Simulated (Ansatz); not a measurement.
**C₃H₃ClFGaO₂: ionisation energy by level of theory**

The task here is to estimate one member of a computed series from the others.

Program: Ansatz 0.2.0, Gaussian basis. Level of theory: unrestricted cation, the program's frozen cores in correlated methods. These are calculated values, not measurements.

The runs, in order: UKS PBE-D4/def2-TZVPP; UKS r2SCAN-D4/def2-TZVPP; UKS PBE0-D4/def2-TZVPP; UKS B3LYP-D4/def2-TZVPP; UKS wB97X-V/def2-TZVPP; UKS wB97M-V/def2-TZVPP; UKS B2PLYP/def2-TZVPP; UHF-CCSD(T)/def2-TZVPP; UHF-MP2/def2-QZVPP; extrapolation to the limit; then −ε(HOMO) from the neutral's earlier runs with LDA (SPW92), PBE-D4, revPBE-D4, BLYP-D4, r2SCAN-D4, B97M-V, PBE0-D4, B3LYP-D4, r2SCANh-D4, r2SCAN0-D4, HSE06-D4, BHLYP-D4, CAM-B3LYP-D4, LC-ωPBE, ωB97X-V, ωB97M-V.

## The relaxed structure

All runs share one geometry, relaxed beforehand with PBE0-D4 in a triple-zeta def2 set.

11 atoms, charge 0, spin multiplicity 1.

Atoms are counted from 1 here; the program's logs count them from 0.

Bond lengths: F1–Ga2 1.746 Å, Ga2–Cl3 2.125 Å, Ga2–O4 1.903 Å, Ga2–O8 1.903 Å, O4–C5 1.268 Å, C5–C6 1.389 Å, C5–H9 1.094 Å, C6–C7 1.389 Å, C6–H10 1.081 Å, C7–O8 1.268 Å, C7–H11 1.094 Å. Angles: F1–Ga2–Cl3 120.1°, F1–Ga2–O4 107.5°, F1–Ga2–O8 107.5°, Cl3–Ga2–O4 111.3°, Cl3–Ga2–O8 111.3°, O4–Ga2–O8 96.4°, Ga2–O4–C5 122.9°, O4–C5–C6 127.1°, O4–C5–H9 114.8°, C6–C5–H9 118.1°, C5–C6–C7 123.5°, C5–C6–H10 118.2°, C7–C6–H10 118.2°, C6–C7–O8 127.1°, C6–C7–H11 118.1°, O8–C7–H11 114.8°, Ga2–O8–C7 122.9°.

Geometry (Å):

```xyz
11
charge 0, multiplicity 1
F    -1.4369   -2.6097   -0.1940
Ga   -0.7421   -1.2307   -1.0097
Cl   -0.8258   -1.0926   -3.1287
O    -1.4437    0.3348   -0.1856
C    -0.7450    1.1015    0.5433
C     0.6024    0.9661    0.8513
C     1.3961   -0.0725    0.3822
O     1.0395   -1.0268   -0.3725
H    -1.2856    1.9558    0.9621
H     1.0578    1.7088    1.4909
H     2.4487   -0.0917    0.6811
```

The first run:

in.yaml reads:

```yaml
crystal:
  periodic: [false, false, false]
  atoms:
    - {symbol: F, position_ang: [-1.436948, -2.609735, -0.193978]}
    - {symbol: Ga, position_ang: [-0.742102, -1.230697, -1.009675]}
    - {symbol: Cl, position_ang: [-0.825829, -1.092643, -3.128696]}
    - {symbol: O, position_ang: [-1.443665, 0.334754, -0.185634]}
    - {symbol: C, position_ang: [-0.745012, 1.101508, 0.543269]}
    - {symbol: C, position_ang: [0.602394, 0.966055, 0.851318]}
    - {symbol: C, position_ang: [1.396145, -0.072490, 0.382180]}
    - {symbol: O, position_ang: [1.039508, -1.026797, -0.372451]}
    - {symbol: H, position_ang: [-1.285647, 1.955808, 0.962127]}
    - {symbol: H, position_ang: [1.057770, 1.708830, 1.490866]}
    - {symbol: H, position_ang: [2.448687, -0.091694, 0.681072]}
basis:
  gaussian: {orbitals: def2-TZVPP}
total_charge: 1
magnetization: {spin_polarized: true, initial_magnetization: 1}
hamiltonian: {xc: pbe, dispersion: d4}
```

On the command line:

```sh
> ansatz run in.yaml --threads 2 --pin off --events-out ev --progress --plain --max-ram 32768MiB --backend cuda --devices 0, --max-vram 18GiB
```

Steps of the session up to this table: Cation, UKS PBE-D4/def2-TZVPP; Cation, UKS r2SCAN-D4/def2-TZVPP; Cation, UKS PBE0-D4/def2-TZVPP; Cation, UKS B3LYP-D4/def2-TZVPP; Cation, UKS wB97X-V/def2-TZVPP; Cation, UKS wB97M-V/def2-TZVPP; Cation, UKS B2PLYP (frozen core)/def2-TZVPP; Cation, UHF-CCSD(T)/def2-TZVPP; Cation, UHF-MP2/def2-QZVPP.

One of the session's tables, all rows but one given; the rest of the session is left out.

It belongs to the step «Ionisation energies side by side». For comparison, −ε(HOMO) of the neutral from earlier runs:

| functional | −ε(HOMO) (eV) |
| --- | --- |
| LDA (SPW92) | 7.36 |
| PBE-D4 | 7.13 |
| revPBE-D4 | 7.05 |
| BLYP-D4 | 6.98 |
| r2SCAN-D4 | 7.38 |
| B97M-V | 7.36 |
| PBE0-D4 | 8.26 |
| B3LYP-D4 | ? |
| r2SCANh-D4 | 7.80 |
| r2SCAN0-D4 | 8.44 |
| HSE06-D4 | 7.86 |
| BHLYP-D4 | 9.26 |
| CAM-B3LYP-D4 | 9.52 |
| LC-ωPBE | 10.78 |
| ωB97X-V | 10.44 |
| ωB97M-V | 10.36 |

Q: Estimate the row for B3LYP-D4 from the others.

Worked estimate for «−ε(HOMO) (eV)». Against the share of exact exchange, BLYP-D4 (0, 6.98), BHLYP-D4 (0.5, 9.26) give a slope of 4.56 per unit share; at 0.2 the line stands at 7.89.

As computed: −ε(HOMO) (eV): 8.05. In «−ε(HOMO) (eV)» the line misses by -0.16.
